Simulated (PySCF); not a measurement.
**C₄H₁₀B₂O₂: electronic excitations**

Aim: predict the electronic excitations of C₄H₁₀B₂O₂ (`BOB(C)OC(=C)C`).

Computed with PySCF 2.14.0, with density-fitted response routines of our own, on a single molecule in the gas phase. Atoms count from 0, in the outputs and in this text.

## 1. The molecule as given

18 atoms, charge 0, multiplicity 1; geometry from: GFN2-xTB.

Bonds of the start (Å): B0–O1 1.30, O1–B2 1.33, B2–C3 1.60, B2–O4 1.36, O4–C5 1.38, C5–C6 1.32, C5–C7 1.50, B0–H8 1.18, B0–H9 1.18, C3–H10 1.09, C3–H11 1.09, C3–H12 1.09, C6–H13 1.08, C6–H14 1.07, C7–H15 1.09, C7–H16 1.09, C7–H17 1.09.

## 2. TDDFT and polarisability: wB97X-D/def2-SVPD

Job settings and geometry (Å):

```
{"job": {"kind": "uv", "xc": "wB97X-D", "basis": "def2-SVPD", "nstates": 8, "ntriplets": 3}, "charge": 0, "multiplicity": 1}
B      1.782822     1.664672     0.069749
O      1.349661     0.485866    -0.263752
B      0.853934    -0.706088    -0.570685
C      1.776786    -1.853908    -1.191623
O     -0.458530    -0.998981    -0.369774
C     -1.410977    -0.120736     0.092681
C     -1.905069    -0.242364     1.314822
C     -1.857648     0.903936    -0.906554
H      2.199104     1.850286     1.159441
H      1.763342     2.540628    -0.725394
H      2.733575    -1.916654    -0.680519
H      1.292328    -2.823146    -1.135378
H      1.987375    -1.649990    -2.239093
H     -1.543593    -0.996127     1.990968
H     -2.689265     0.402342     1.664901
H     -2.673452     1.498703    -0.507248
H     -2.184430     0.408246    -1.820003
H     -1.024722     1.559632    -1.158953
```

Level: TDDFT wB97X-D/def2-SVPD, vertical, gas phase, core orbitals frozen in the response.

Command:

```
$ OMP_NUM_THREADS=1 python probes_run.py task.json out
```

One launch serves the whole session: the jobs run in the order shown.

Predict these results of the whole session: lowest singlet (wB97X-D/def2-SVPD); brightest single state of those computed; lowest triplet.

**Answer**, as computed:

| quantity | value |
| --- | --- |
| lowest singlet (wB97X-D/def2-SVPD) | 6.05 eV (205 nm), f = 0.000 |
| brightest single state of those computed | state 3, 7.10 eV, f = 0.321 |
| lowest triplet | 4.54 eV |

In words: The lowest singlet, at 6.05 eV, is HOMO−1→LUMO 0.90 and is dark; of the 8 states computed, the strongest absorption comes from state 3 at 7.10 eV. The lowest triplet lies 1.51 eV below the lowest singlet (triplets in Tamm-Dancoff, singlets in full TDDFT).
